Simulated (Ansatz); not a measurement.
A run of Ansatz 0.2.0 is set up as follows.

The input input.yaml:

```yaml
crystal:
  lattice:
    - [6.43453, 0.0, 0.00872]
    - [0.0, 4.11089, 0.0]
    - [-3.14884, 0.0, 7.72026]
  atoms:
    - { symbol: H, position: [0.29356, 0.09662, 0.51195] }
    - { symbol: H, position: [0.70644, 0.59662, 0.48805] }
    - { symbol: Pb, position: [0.98504, 0.60505, 0.29264] }
    - { symbol: Pb, position: [0.01496, 0.10504, 0.70736] }
    - { symbol: "N", position: [0.5923, 0.36587, 0.7929] }
    - { symbol: "N", position: [0.4077, 0.86587, 0.2071] }
    - { symbol: O, position: [0.12824, 0.09198, 0.45672] }
    - { symbol: O, position: [0.41419, 0.4619, 0.80564] }
    - { symbol: O, position: [0.78042, 0.46544, 0.89401] }
    - { symbol: O, position: [0.58396, 0.16262, 0.67325] }
    - { symbol: O, position: [0.87176, 0.59198, 0.54328] }
    - { symbol: O, position: [0.58581, 0.9619, 0.19436] }
    - { symbol: O, position: [0.21958, 0.96544, 0.10599] }
    - { symbol: O, position: [0.41604, 0.66262, 0.32675] }
hamiltonian:
  xc: pbe0
  pseudopotentials: { kind: paw }
kpoints:
  mp_grid: { grid: [2, 3, 2] }
scf:
  occupations: { method: fermi_dirac, width: 0.05 }
output:
  forces: true
  stress: true
  eigenvalues: true
```

Potentials or basis: Ansatz PAW.

Run with:

```console
$ ansatz run input.yaml --threads 8 --pin off --max-ram 20480MiB --backend cpu --events-out ev --progress --plain --runs-dir out
```

Q: Estimate the band gap on the k mesh.

A: 5.52 eV, indirect (least direct gap 5.66 eV).

Q: Predict the pressure.

A: -4.3 GPa.

Q: Estimate the largest force.

A: 1.523 eV/Å.

Stress tensor (GPa, compression positive):
```
-6.06  0.00 -0.76
 0.00 -3.04  0.00
-0.76  0.00 -3.95
```

Caveat: the k mesh is coarse (spacing up to 0.53 Å⁻¹), so the values aren't converged, least of all with exact exchange; odd divisions of the mesh miss points on the zone boundary, where band edges often lie, so the gap on the mesh can be too wide; the pressure holds a Pulay correction of +0.5 GPa for the finite cutoff; spin-orbit coupling is left out, which as a rule narrows the gap of such compounds by several tenths of an eV; the PAW data sets come from PBE, with cores solved anew for the run's functional, which leaves a small shift of forces and pressure; forces of over 1 eV/Å show positions far from the minimum, so gaps and moduli don't describe the material at rest; the thresholds are loose for stress. A k mesh can miss the band edges.
